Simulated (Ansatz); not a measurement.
**CuPd: strong compression**

An exercise on one series of results from a longer session: the logs are not shown, and one member is left open.

Method: DFT, r2SCAN, PAW with Ansatz's default frozen-core files, scalar-relativistic, in Ansatz 0.2.0.

## The structure to begin with

The structure is trigonal, space group R-3m (No. 166). The conventional cell has a = 2.709 Å, b = 2.709 Å, c = 12.657 Å, α = 90.00°, β = 90.00°, γ = 120.00°. Cu (site symmetry -3m) has 6 Pd at 2.63 Å and 6 Cu at 2.71 Å as nearest neighbours. Pd (site symmetry -3m) is surrounded by 6 Cu at 2.63 Å and 6 Pd at 2.71 Å.

Coordinates:

```
Cu Pd
1.0
     1.35458    0.78207    4.21895
    -1.35458    0.78207    4.21895
     0.00000   -1.56413    4.21895
Cu Pd
1 1
Direct
  0.00000 0.00000 0.00000
  0.50000 0.50000 0.50000
```

Whether this phase is the stable one at these pressures isn't tested.

Atoms are numbered in the order of the input: Cu1, Pd2.

The first run:

Contents of input.yaml:

```yaml
crystal:
  lattice:
    - [1.3545766024, 0.782065166, 4.2189548006]
    - [-1.3545766024, 0.782065166, 4.2189548006]
    - [0.0, -1.5641303321, 4.2189548006]
  atoms:
    - { symbol: Cu, position: [0.0, 0.0, 0.0] }
    - { symbol: Pd, position: [0.5, 0.5, 0.5] }
kpoints:
  mp_grid: { grid: [15, 15, 15] }
  band_path:
    path:
      - [0.0, 0.0, 0.0]
      - [0.5, 0.5, 0.5]
      - [0.8104254543, 0.1895745457, 0.5]
      - [0.5, -0.1895745457, 0.1895745457]
      - [0.5, 0.0, 0.0]
      - [0.0, 0.0, 0.0]
      - [0.3447872728, -0.3447872728, 0.0]
      - [0.6552127272, 0.0, 0.3447872728]
      - [0.5, 0.0, 0.5]
    npoints: 6
scf:
  occupations: { method: fermi_dirac, width: 0.05 }
hamiltonian:
  xc: r2scan
  pseudopotentials: { kind: paw }
output:
  forces: true
  stress: true
  eigenvalues: true
  efg: { contact_densities: true }
  populations: true
```

Started as:

```bash
$ ansatz run input.yaml --threads 1 --pin off --max-ram 2048MiB --backend cpu --events-out ev --progress --plain --runs-dir out
```

Among the steps run: Volume scaled by 1, PAW; Volume scaled by 0.7, PAW; Volume scaled by 0.6, PAW; Volume scaled by 0.55, PAW.

One of the session's tables, all rows but one given; the rest of the session is left out.

| method | volume over the first | volume (Å³/atom) | pressure (GPa) |
| --- | --- | --- | --- |
| PAW | 1 | 13.408 | -0.49 |
| PAW | 0.7 | 9.386 | 152.59 |
| PAW | 0.6 | ? | ? |
| PAW | 0.55 | 7.375 | 465.14 |

Q: Estimate the row for PAW, 0.6 from the others.

As computed: volume (Å³/atom): 8.045; pressure (GPa): 321.06. In the column «volume (Å³/atom)» it lies between PAW, 0.55 (7.375) and PAW, 0.7 (9.386).

To keep in mind: Warnings in the runs' records: gradients without spin orbit.
